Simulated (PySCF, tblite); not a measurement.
# C6H14ClFSi: geometry, infrared bands and NMR shifts

Aim: predict the infrared bands and NMR shifts of C6H14ClFSi (`C[SiH2][C@@H](Cl)[C@H](C)[C@@H](C)F`).

Computed with tblite 0.8.0 and PySCF 2.14.0, with density-fitted response routines of our own, on a single molecule in the gas phase. Atoms are numbered from 0 throughout.

## 1. Starting geometry

23 atoms, charge 0, multiplicity 1; geometry from: force field or distance geometry start.

Bonds of the start (Å): C0–Si1 1.87, Si1–C2 1.88, C2–Cl3 1.79, C2–C4 1.56, C4–C5 1.54, C4–C6 1.54, C6–C7 1.51, C6–F8 1.37, C0–H9 1.10, C0–H10 1.09, C0–H11 1.09, Si1–H12 1.47, Si1–H13 1.48, C2–H14 1.08, C4–H15 1.09, C5–H16 1.10, C5–H17 1.10, C5–H18 1.09, C6–H19 1.10, C7–H20 1.10, C7–H21 1.10, C7–H22 1.10.

## 2. Relaxing the molecule with GFN2-xTB

Job settings and geometry (Å):

```
{"job": {"kind": "relax", "xc": "GFN2-xTB", "basis": "xTB"}, "charge": 0, "multiplicity": 1}
C      3.745600    -0.417200     0.501200
Si     2.229100     0.435000    -0.182600
C      0.643000    -0.369200     0.426600
Cl     0.593000    -0.206400     2.205800
C     -0.686200     0.126000    -0.228400
C     -1.102600     1.546600     0.178800
C     -1.814500    -0.885200     0.024500
C     -3.120600    -0.554500    -0.662500
F     -1.398400    -2.102500    -0.454000
H      3.779000    -0.337200     1.596800
H      4.647700     0.030300     0.096200
H      3.737500    -1.480400     0.243400
H      2.268200     0.363400    -1.647400
H      2.266400     1.873200     0.180800
H      0.745800    -1.428100     0.226600
H     -0.520300     0.142000    -1.310000
H     -0.269000     2.259600     0.091200
H     -1.460800     1.573000     1.214200
H     -1.902600     1.924100    -0.454800
H     -1.991800    -1.011800     1.106800
H     -3.830500    -1.387000    -0.550900
H     -2.973300    -0.411600    -1.739500
H     -3.589500     0.344900    -0.239100
```

On the command line:

```sh
$ OMP_NUM_THREADS=1 python probes_run.py task.json out
```

This one command runs all jobs of the session in turn.

The log of the run:

```text
step      E/eV     max force
  0    -843.57276    1.324
  1    -843.63296    0.566
  2    -843.64773    0.262
  3    -843.65713    0.274
  4    -843.66730    0.217
  5    -843.67237    0.154
  6    -843.67506    0.099
  7    -843.67667    0.092
  8    -843.67841    0.106
  9    -843.68053    0.113
 10    -843.68269    0.115
 11    -843.68434    0.115
 12    -843.68556    0.102
 13    -843.68661    0.089
 14    -843.68757    0.074
 15    -843.68831    0.057
 16    -843.68879    0.051
 17    -843.68917    0.055
 18    -843.68959    0.064
 19    -843.68998    0.050
 20    -843.69029    0.036
 21    -843.69053    0.032
 22    -843.69082    0.045
 23    -843.69121    0.057
 24    -843.69164    0.044
 25    -843.69195    0.041
 26    -843.69215    0.039
 27    -843.69233    0.039
 28    -843.69253    0.040
 29    -843.69272    0.029
 30    -843.69288    0.025
 31    -843.69302    0.027
 32    -843.69319    0.031
 33    -843.69338    0.033
 34    -843.69354    0.024
 35    -843.69367    0.023
 36    -843.69382    0.030
 37    -843.69400    0.034
 38    -843.69420    0.030
 39    -843.69440    0.028
 40    -843.69462    0.032
 41    -843.69490    0.039
 42    -843.69526    0.047
 43    -843.69560    0.043
 44    -843.69587    0.039
 45    -843.69613    0.035
 46    -843.69644    0.045
 47    -843.69682    0.051
 48    -843.69719    0.040
 49    -843.69750    0.036
 50    -843.69776    0.034
 51    -843.69800    0.032
 52    -843.69822    0.029
 53    -843.69845    0.034
 54    -843.69868    0.038
 55    -843.69890    0.033
 56    -843.69908    0.029
 57    -843.69921    0.027
 58    -843.69934    0.034
 59    -843.69952    0.036
 60    -843.69973    0.033
 61    -843.69989    0.029
 62    -843.69999    0.018
 63    -843.70006    0.015
 64    -843.70011    0.020
 65    -843.70017    0.025
 66    -843.70024    0.026
 67    -843.70031    0.023
 68    -843.70037    0.018
 69    -843.70042    0.014
 70    -843.70046    0.012
 71    -843.70051    0.013
 72    -843.70056    0.017
 73    -843.70061    0.016
 74    -843.70065    0.014
 75    -843.70069    0.013
 76    -843.70073    0.016
 77    -843.70077    0.019
 78    -843.70082    0.014
 79    -843.70086    0.014
 80    -843.70090    0.014
 81    -843.70096    0.019
 82    -843.70103    0.018
 83    -843.70110    0.017
 84    -843.70117    0.017
 85    -843.70122    0.016
 86    -843.70126    0.016
 87    -843.70129    0.011
 88    -843.70131    0.011
 89    -843.70133    0.012
 90    -843.70136    0.016
 91    -843.70138    0.012
 92    -843.70140    0.009
```

It took 1.6 s on 1 thread of Arm Neoverse N1, shared host.

Along the way: (not every step is listed)

```
step  energy from step 0 (eV)  largest force (eV/Å)
   0                   0.0000                1.3243
   1                  -0.0602                0.5657
   2                  -0.0750                0.2617
   3                  -0.0844                0.2741
   4                  -0.0945                0.2170
   5                  -0.0996                0.1542
   6                  -0.1023                0.0990
   7                  -0.1039                0.0922
   8                  -0.1056                0.1061
  15                  -0.1155                0.0571
  22                  -0.1181                0.0446
  29                  -0.1200                0.0291
  36                  -0.1211                0.0295
  43                  -0.1228                0.0427
  50                  -0.1250                0.0343
  57                  -0.1264                0.0269
  64                  -0.1273                0.0199
  71                  -0.1277                0.0132
  78                  -0.1281                0.0136
  85                  -0.1285                0.0162
  87                  -0.1285                0.0112
  88                  -0.1286                0.0112
  89                  -0.1286                0.0120
  90                  -0.1286                0.0158
  91                  -0.1286                0.0121
  92                  -0.1286                0.0095
```

Close pairs (by a distance rule), those that changed most:

```
   bond  before (Å)  after (Å)  change (Å)
 Si1–C2       1.880      1.919      +0.039
  C2–C4       1.562      1.526      -0.036
 C0–Si1       1.869      1.893      +0.024
Si1–H13       1.484      1.465      -0.019
  C6–F8       1.373      1.390      +0.018
 C7–H22       1.099      1.085      -0.014
 C5–H16       1.100      1.086      -0.014
  C0–H9       1.099      1.087      -0.012
```

The next job starts from the end point, and lists it.

## 3. Infrared spectrum with GFN2-xTB

Job settings and geometry (Å):

```
{"job": {"kind": "ir", "xc": "GFN2-xTB", "basis": "xTB"}, "charge": 0, "multiplicity": 1}
C      3.695028    -0.435468     0.522140
Si     2.230655     0.561739    -0.144064
C      0.629385    -0.356553     0.380262
Cl     0.491008    -0.164579     2.162577
C     -0.662104     0.081743    -0.304782
C     -1.039533     1.518497     0.036367
C     -1.796505    -0.900348     0.026444
C     -3.148647    -0.536237    -0.565230
F     -1.433473    -2.142556    -0.481698
H      3.655592    -0.514367     1.605091
H      4.635865     0.037690     0.259631
H      3.707959    -1.444338     0.118466
H      2.239695     0.621299    -1.611475
H      2.219525     1.910505     0.426882
H      0.749016    -1.431767     0.228475
H     -0.476604     0.006275    -1.383387
H     -0.205532     2.178210    -0.186291
H     -1.278551     1.607851     1.093283
H     -1.895390     1.845447    -0.546932
H     -1.876181    -1.040320     1.111959
H     -3.819620    -1.385824    -0.460368
H     -3.050701    -0.301987    -1.622797
H     -3.575641     0.312074    -0.040655
```

The log of the run:

```text
mode    cm-1     km/mol
  1      44.7      1.04
  2      55.6      1.36
  3      67.4      1.87
  4     105.8      0.49
  5     126.5      0.15
  6     148.8      0.39
  7     172.9      0.87
  8     193.6      2.54
  9     207.8      3.00
 10     224.4      0.24
 11     264.7      7.94
 12     330.0      0.62
 13     390.9      1.20
 14     426.2      7.41
 15     440.5      6.25
 16     459.1     41.67
 17     567.0     14.73
 18     575.7      2.93
 19     667.9     34.63
 20     699.2    133.29
 21     758.0     46.98
 22     769.5    190.35
 23     791.6     33.44
 24     826.4     85.78
 25     846.1    229.08
 26     850.1      5.82
 27     913.8     27.02
 28     965.2      7.00
 29     990.8      6.28
 30    1072.3      8.29
 31    1090.9     57.19
 32    1110.7      4.70
 33    1138.2     28.70
 34    1160.4      5.05
 35    1173.6      7.91
 36    1242.0      4.66
 37    1255.4     12.26
 38    1292.6     10.76
 39    1312.0      3.00
 40    1339.3      3.52
 41    1369.2     18.48
 42    1398.1      9.44
 43    1410.2     15.07
 44    1474.4      0.54
 45    1476.8      5.22
 46    1480.8      1.18
 47    1486.3      5.23
 48    1496.3      5.49
 49    1505.9      0.97
 50    2223.0    383.14
 51    2257.3    207.18
 52    2913.8      3.40
 53    2924.3     58.05
 54    2943.2     13.03
 55    3033.3     15.65
 56    3037.3     19.63
 57    3038.7     22.70
 58    3043.3     19.86
 59    3045.1     17.74
 60    3047.9     39.13
 61    3050.5     19.30
 62    3055.7     14.97
 63    3065.3     19.39
```

Wall time 2.1 s (1 thread of Arm Neoverse N1, shared host).

Which atoms move in the most intense modes:

```
cm⁻¹  km/mol                                  atoms
 699   133.3            H13 50 %, H12 15 %, C2 14 %
 770   190.3  H13 22 %, Si1 21 %, H12 21 %, C2 13 %
 826    85.8             H9 37 %, H11 29 %, C0 17 %
 846   229.1  H10 36 %, C0 14 %, H11 14 %, Si1 12 %
1091    57.2             C6 33 %, H22 18 %, C7 11 %
2223   383.1                               H12 95 %
2257   207.2                               H13 95 %
2924    58.0                     H15 63 %, H19 30 %
```

## 4. Shielding tensors: PBE0/pcSseg-1

Settings changed since step 3:

```diff
@@ -1,2 +1,2 @@
-{"job": {"kind": "ir", "xc": "GFN2-xTB", "basis": "xTB"}, "charge": 0, "multiplicity": 1}
+{"job": {"kind": "nmr", "xc": "PBE0", "basis": "pcSseg-1"}, "charge": 0, "multiplicity": 1}
 C      3.695028    -0.435468     0.522140
```

With the program's defaults for keys left out, this is: GIAO PBE0/pcSseg-1 NMR shielding, non-relativistic, gas phase.

The log of the run:

```text
coarse grid: 19536 points
cycle   1  E = -1085.7506224885  dE =  6.652e-01  |g| = 6.118e-01  |ddm| = 4.099e+00
cycle   2  E = -1085.7233621544  dE =  2.726e-02  |g| = 7.585e-01  |ddm| = 1.046e+00
cycle   3  E = -1085.8288269351  dE = -1.055e-01  |g| = 8.283e-02  |ddm| = 5.929e-01
cycle   4  E = -1085.8298863206  dE = -1.059e-03  |g| = 3.527e-02  |ddm| = 8.727e-02
cycle   5  E = -1085.8301447107  dE = -2.584e-04  |g| = 5.414e-03  |ddm| = 3.412e-02
cycle   6  E = -1085.8301511246  dE = -6.414e-06  |g| = 1.760e-03  |ddm| = 7.680e-03
final grid: 177736 points
cycle   7  E = -1085.8905037508  dE = -6.053e-05  |g| = 1.026e-02  |ddm| = 3.656e-02
cycle   8  E = -1085.8904884358  dE =  1.532e-05  |g| = 1.307e-02  |ddm| = 2.053e-02
cycle   9  E = -1085.8905295774  dE = -4.114e-05  |g| = 1.503e-03  |ddm| = 1.203e-02
cycle  10  E = -1085.8905299593  dE = -3.819e-07  |g| = 3.558e-04  |ddm| = 1.533e-03
cycle  11  E = -1085.8905299844  dE = -2.509e-08  |g| = 6.452e-05  |ddm| = 3.033e-04
cycle  12  E = -1085.8905299852  dE = -8.895e-10  |g| = 2.132e-05  |ddm| = 8.576e-05
converged SCF energy = -1085.8905299852

GIAO shielding tensors (ppm)
atom      isotropic    diamagn.    paramagn.     s11        s22        s33       span
  0 C      194.910     252.103     -57.193    189.406    195.436    199.887     10.482
  1 Si     383.502     881.495    -497.993    350.227    379.808    420.472     70.245
  2 C      133.328     254.243    -120.916     98.853    138.313    162.818     63.965
  3 Cl     903.261    1150.351    -247.090    817.750    832.483   1059.550    241.799
  4 C      138.809     248.856    -110.047    125.016    139.223    152.187     27.171
  5 C      173.199     249.672     -76.473    160.174    175.156    184.267     24.093
  6 C       94.607     244.217    -149.610     56.689     78.098    149.034     92.345
  7 C      165.419     247.705     -82.286    151.256    160.452    184.549     33.292
  8 F      378.830     477.232     -98.402    353.033    385.829    397.628     44.595
  9 H       31.004      30.362       0.642     25.332     30.674     37.005     11.672
 10 H       31.568      26.845       4.723     26.532     27.765     40.407     13.876
 11 H       31.492      30.596       0.896     26.512     29.380     38.585     12.072
 12 H       27.430      30.762      -3.332     23.139     26.438     32.712      9.572
 13 H       27.474      30.662      -3.188     23.357     27.459     31.605      8.248
 14 H       27.642      34.601      -6.959     23.173     27.954     31.799      8.625
 15 H       29.952      34.758      -4.806     26.362     29.278     34.216      7.854
 16 H       30.871      32.133      -1.262     24.856     30.500     37.256     12.401
 17 H       30.452      32.116      -1.663     25.813     30.714     34.829      9.016
 18 H       30.929      31.972      -1.043     25.226     30.070     37.491     12.265
 19 H       26.734      31.928      -5.194     24.316     26.756     29.129      4.813
 20 H       29.981      27.222       2.759     25.564     27.382     36.998     11.434
 21 H       30.491      30.002       0.489     26.422     29.122     35.928      9.507
 22 H       30.600      29.201       1.398     25.541     29.973     36.286     10.745
```

It took 2 min on 1 thread of Arm Neoverse N1, shared host; peak memory 1.1 GiB.

The references, computed at this level on geometries of the same kind, shield at (ppm): 1H TMS 31.72, 13C TMS 186.9, 29Si TMS 349.2, 19F CFCl3 170.9, 35Cl HCl 950. Their shielding less the atom's gives the shift. The references are single molecules in the gas phase, so shifts against H2O, NH3, PH3, H3PO4 or CFCl3 are not on the usual liquid scales and can be off by tens of ppm. Atoms listed in one row are averaged.

```
        atoms                                environment  σ (ppm)  δ (ppm)  δ scaled to CDCl3
           C6                         sp3 CH bonded to F     94.6     92.3               88.2
           C2                 sp3 CH bonded to Cl and Si    133.3     53.6               50.4
           C4                                     sp3 CH    138.8     48.1               45.0
           C7                              methyl carbon    165.4     21.5               19.1
           C5                              methyl carbon    173.2     13.7               11.5
           C0                 methyl carbon bonded to Si    194.9     -8.0               -9.7
          H19          hydrogen on an sp3 CH bonded to F    26.73     4.98               4.80
          H12        hydrogen on a silicon bonded to 2 C    27.43     4.29                  –
          H13        hydrogen on a silicon bonded to 2 C    27.47     4.24                  –
          H14  hydrogen on an sp3 CH bonded to Cl and Si    27.64     4.07               3.95
          H15                      hydrogen on an sp3 CH    29.95     1.76               1.77
H20, H21, H22                hydrogen on a methyl carbon    30.36     1.36               1.39
H16, H17, H18                hydrogen on a methyl carbon    30.75     0.97               1.02
 H9, H10, H11   hydrogen on a methyl carbon bonded to Si    31.35     0.36               0.45
          Si1                 silicon bonded to 2 C, 2 H    383.5    -34.3                  –
          Cl3                       chlorine bonded to C      903       47                  –
           F8                  fluorine on an sp3 carbon    378.8   -207.9                  –
```

The scaled column applies a straight-line fit of computed shieldings to shifts measured in CDCl3, with any fitted terms for Cl, Br or S neighbours, and one for carbons that bear F (root-mean-square error 0.16 ppm for H, 1.9 ppm for C).

The run also stored atomic charges by several schemes (e):

```
atoms  Mulliken    IAO  Hirshfeld  ESP fit
   C0     -0.62  -0.71      -0.21    -0.65
  Si1      0.70   0.76       0.34     0.68
   C2     -0.47  -0.36      -0.08    -0.51
  Cl3     -0.14  -0.13      -0.04    -0.11
   C4     -0.32  -0.11      -0.04     0.05
   C5     -0.21  -0.42      -0.12    -0.47
   C6      0.18   0.18       0.06     0.46
   C7     -0.24  -0.44      -0.13    -0.50
   F8     -0.35  -0.34      -0.12    -0.32
```

Mayer bond orders: C0–Si1 0.97, Si1–C2 0.80, C2–Cl3 0.97, C2–C4 1.01, C4–C5 1.01, C4–C6 0.97, C6–C7 1.06, C6–F8 0.84.

Orbitals, density, ELF and potential are computed afterwards from the orbital file.

Frontier orbitals at PBE0/pcSseg-1, with the share of their density that lies nearest to each atom:

```
orbital  energy (eV)                      lies on
   HOMO        -7.83   Cl3 47 %; C2 17 %; Si1 9 %
   LUMO         0.63  Cl3 30 %; C2 24 %; H12 11 %
```

ELF in a plane through or near 11 of the atoms.

Ten even steps from '0' (0.00) to '9' (1.00):
```
0000000000000000000000000000
0000000000000000000000000000
0000000000000000000000000000
0000000000000001220000000000
0000001200001005773001000000
0000037830079307883028700000
0000059960099904761099950000
0000148950099901435499960000
0002662264375657739548710000
0007993395592586968325200000
0008997752198752512798500000
0004973422155269710599600000
0000000288830162384035100000
0000000499940892599200000000
0000000699920997799600000000
0000000499900995388300000000
0000000024200461000000000000
0000000000000000000000000000
0000000000000000000000000000
0000000000000000000000000000
```
The map spans 14.5 Å across and 9.6 Å up, centred on the molecule. Atoms in the plane (x, y in Å): C0 (-3.7, 0.5), C2 (-0.7, 0.4), C4 (0.7, -0.1), C5 (1.0, -1.5), C6 (1.8, 0.9), C7 (3.2, 0.5), H13 (-2.3, -1.8), H14 (-0.7, 1.5), H16 (0.2, -2.2), H18 (1.9, -1.9), H20 (3.9, 1.3).

On the surface of density 0.002 e/bohr³ the electrostatic potential runs, from the 1st to the 99th percentile, from -1.04 V near F8 to 0.94 V near H12.

## 5. Summary of results

| quantity | value |
| --- | --- |
| strongest single infrared mode (GFN2-xTB) | 2223 cm⁻¹, 383 km/mol |
| zero-point energy (GFN2-xTB) | 115.6 kcal/mol |
| 13C shifts against TMS (PBE0/pcSseg-1) | 92.3, 53.6, 48.1, 21.5, 13.7, -8.0 ppm |
| 1H shifts against TMS (PBE0/pcSseg-1, means over atoms taken as alike) | 4.98, 4.29, 4.24, 4.07, 1.76, 1.36, 0.97, 0.36 ppm |
| 29Si shifts against TMS (PBE0/pcSseg-1) | -34.3 ppm |
| 35Cl shifts against HCl (PBE0/pcSseg-1) | 47 ppm |
| 19F shifts against CFCl3 (PBE0/pcSseg-1) | -207.9 ppm |
| surface potential, 1st and 99th percentile | -1.04 V and 0.94 V |

In words: Relaxing lowered the energy by 0.129 eV in 92 steps; the close pair that moved most is Si1–C2, from 1.880 to 1.919 Å. All 63 modes are real, so the xTB geometry is a minimum. The strongest single mode, at 2223 cm⁻¹, moves mainly H12. Unscaled tight-binding wavenumbers are off by several per cent, some by more. Its intensities can rank the bands wrongly. The most deshielded carbon is C6 (sp3 CH bonded to F), at 92.3 ppm: deshielded by the electronegative neighbour. The most deshielded hydrogen is H19 (hydrogen on an sp3 CH bonded to F), at 4.98 ppm: its carbon carries F, an electronegative neighbour. At PBE0/pcSseg-1: The widest tensor belongs to Cl3: span 242 ppm, with a paramagnetic part of -247 ppm.
